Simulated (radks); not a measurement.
**The Coulomb parameter U of the 4f shell of Er²⁺**

Aim: U as the second difference [E(n + 1) + E(n − 1) − 2E(n)]/1², with all orbitals relaxed. Bare: the atom's charge changes with n. Screened: the 6s shell takes up the change. The start is a model configuration, not necessarily the ground state.

Method: scalar-relativistic Kohn-Sham, PBE, spin-unpolarised, spherical densities, finite nucleus. Code: radks (a radial shooting solver on a logarithmic mesh, Libxc functionals) version 1.

## 1. What is computed

```
element            : erbium (Z = 68)
charge             : +2
electrons          : 66
configuration      : [Xe] 4f11 6s1
nuclear rms radius : 5.2516 fm
```

The outer shells:

Er²⁺
```
[Xe] core
4f [↑↓][↑↓][↑↓][↑↓][↑ ][↑ ][↑ ]
6s [↑ ]
```

## 2. Start: [Xe] 4f11 6s1

Settings of this run:

```text
Z 68
configuration [Xe] 4f11 6s1
relativity scalar-relativistic
functional pbe,pbe
spin unpolarised
nucleus finite rms 5.2516 fm
c 137.035999084
```

Command:

```sh
> python run_ks.py task.json out
```

All runs below come from this command, one after another.

## 3. Bare +1: [Xe] 4f12 6s1

Changes since step 2:

```diff
@@ -1,3 +1,3 @@
 Z 68
-configuration [Xe] 4f11 6s1
+configuration [Xe] 4f12 6s1
 relativity scalar-relativistic
```

## 4. Bare -1: [Xe] 4f10 6s1

Changes since step 3:

```diff
@@ -1,3 +1,3 @@
 Z 68
-configuration [Xe] 4f12 6s1
+configuration [Xe] 4f10 6s1
 relativity scalar-relativistic
```

## 5. Screened +1: [Xe] 4f12

Changes since step 4:

```diff
@@ -1,3 +1,3 @@
 Z 68
-configuration [Xe] 4f10 6s1
+configuration [Xe] 4f12
 relativity scalar-relativistic
```

## 6. Screened -1: [Xe] 4f10 6s2

Changes since step 5:

```diff
@@ -1,3 +1,3 @@
 Z 68
-configuration [Xe] 4f12
+configuration [Xe] 4f10 6s2
 relativity scalar-relativistic
```

What does the calculation give?

As calculated:

| quantity | value (eV) |
| --- | --- |
| U, bare | 18.303 |
| U, screened by 6s | 7.725 |
| F0(4f,4f), frozen orbitals | 33.070 |

Relaxing the orbitals brings U down to 55 % of the Slater integral F0. Letting 6s compensate leaves 42 % of the bare value; this second difference measures U(4f,4f) + U(6s,6s) − 2U(4f,6s). A solid screens further than the bare atom, so the bare value is an upper guide for the U of a crystal.
